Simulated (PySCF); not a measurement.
# Cl3Ge3H6NO: the cost of one run

Computed with PySCF 2.14.0; each step states its level. No surroundings beyond the atoms listed, unless a continuum is named. Atoms count from 0, parts from 1.

## 1. Starting point

Each species was relaxed by itself at GFN2-xTB.

## 2. Reaction energy: PBE0-D3(BJ)/def2-SVP

The job: settings as JSON, then the geometry in Å.

```
{"job": {"kind": "react", "xc": "PBE0", "basis": "def2-SVP", "disp": "d3bj"}, "charge": 0, "multiplicity": 1}
-1 Ge2H7NO charge 0 multiplicity 1
O     -0.236420    -1.505760     0.604920
N      0.187890    -0.126360     0.374710
Ge     1.328600    -0.203150    -1.062020
Ge    -1.315540     0.896010     0.627330
H      0.176190    -1.761190     1.440730
H      2.424710    -1.106250    -0.584130
H      0.675920    -0.802230    -2.268590
H      1.802970     1.190610    -1.317950
H     -1.709430     0.586820     2.039560
H     -0.909280     2.322200     0.444890
H     -2.425600     0.509300    -0.299460

-1 Cl4Ge charge 0 multiplicity 1
Cl     0.389100    -1.530150     1.425930
Ge    -0.000000     0.000310     0.000120
Cl    -1.685120    -0.542450    -1.180190
Cl     1.698340     0.244610    -1.257950
Cl    -0.402320     1.827680     1.012090

+1 Cl3Ge3H6NO charge 0 multiplicity 1
Cl     1.186730    -2.074710    -1.614370
Ge    -0.796320    -1.930120    -0.909670
Cl    -1.342940    -3.543240     0.330050
Cl    -2.178300    -1.716690    -2.491890
O     -0.925900    -0.458450     0.133200
N      0.216390     0.440150     0.180120
Ge     1.078850     0.181470     1.770670
Ge    -0.213820     1.943790    -0.765500
H      0.171660     0.444110     2.935550
H      1.479120    -1.263900     1.748390
H      2.247190     1.111900     1.732650
H      0.984420     2.829720    -0.658020
H     -0.449330     1.451030    -2.162740
H     -1.457750     2.584950    -0.228440

+1 ClH charge 0 multiplicity 1
Cl     0.638510     0.003410    -0.002150
H     -0.638510    -0.003410     0.002150
```

Method: PBE0-D3(BJ)/def2-SVP reaction energy of separated species, gas phase.

Started as:

```bash
$ OMP_NUM_THREADS=1 python cluster_run.py task.json out
```

This one command runs all jobs of the session in turn.

**Question.** How long does this first job take on 1 thread of Intel Xeon at 2.70GHz, shared host, and how much memory does it need?

About 57 s, with a peak of 0.8 GiB.
